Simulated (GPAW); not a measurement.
# CoNiO2: single point with PBEsol

CoNiO2:

```
Ni Co O
1.0
     3.01433    0.00000    0.00000
     0.00000    3.01433    0.00000
     0.00000    0.00000    4.22229
Ni Co O
1 1 2
Cartesian
  0.0000 0.0000 0.0000
  1.5072 1.5072 2.1111
  0.0000 0.0000 2.1111
  1.5072 1.5072 0.0000
```

The cell comes from a database or a generator and needn't be the stable form of this composition.

```
Program             : GPAW 26.7.0
Task                : single point
Functional          : PBEsol
Potentials or basis : PAW data sets generated in the run's folder for this functional
Cutoff              : 800 eV
Basis               : pw
k mesh              : 9 × 9 × 6
Occupations         : fermi-dirac, width 0.05 eV
Spin                : collinear spin, ferromagnetic start
Starting moments    : [1.0, 2.0, 0.0, 0.0] μB
Maxiter             : 150
```

```yaml
Pressure: -9.9 GPa
Band_gap_on_the_k_mesh: none (metal or under the smearing width)
Net_moment: 4.52 μB per cell
Site_moments: Ni +1.35; Co +2.47; O +0.23, +0.21 μB
```

Stress tensor (GPa, compression positive):
```
-10.54   0.00   0.00
  0.00 -10.54   0.00
  0.00   0.00  -8.77
```

Levels at points of the mesh, in eV from the Fermi level:
Spin up:
```
           k point  band 18  band 19  band 20  band 21  band 22  band 23  band 24  band 25
(0.00, 0.00, 0.00)    -2.51    -2.07    -1.64    -1.64     0.90     5.61     9.85    11.55
(0.00, 0.00, 0.50)    -1.65    -1.50    -1.43    -1.43     4.74     4.86    12.46    12.55
```
Spin down:
```
           k point  band 13  band 14  band 15  band 16  band 17  band 18  band 19  band 20
(0.00, 0.00, 0.00)    -1.39    -1.39    -1.24    -0.53    -0.46    -0.05    -0.05     0.18
(0.00, 0.00, 0.50)    -1.65    -0.51    -0.51    -0.45     0.09     0.10     0.10     0.30
```

It took 6 min on 1 thread of Arm Neoverse V2, on a shared host, peak memory 0.32 GiB.

Caveat: the stock nickel data set gives pressures a few GPa off other programs; semilocal functionals often make such compounds metallic where correlation or magnetic order opens a gap, which also shifts bond lengths. With open d or f shells a metallic result of PBEsol can be an artefact of self-interaction; +U or a hybrid may open a gap.
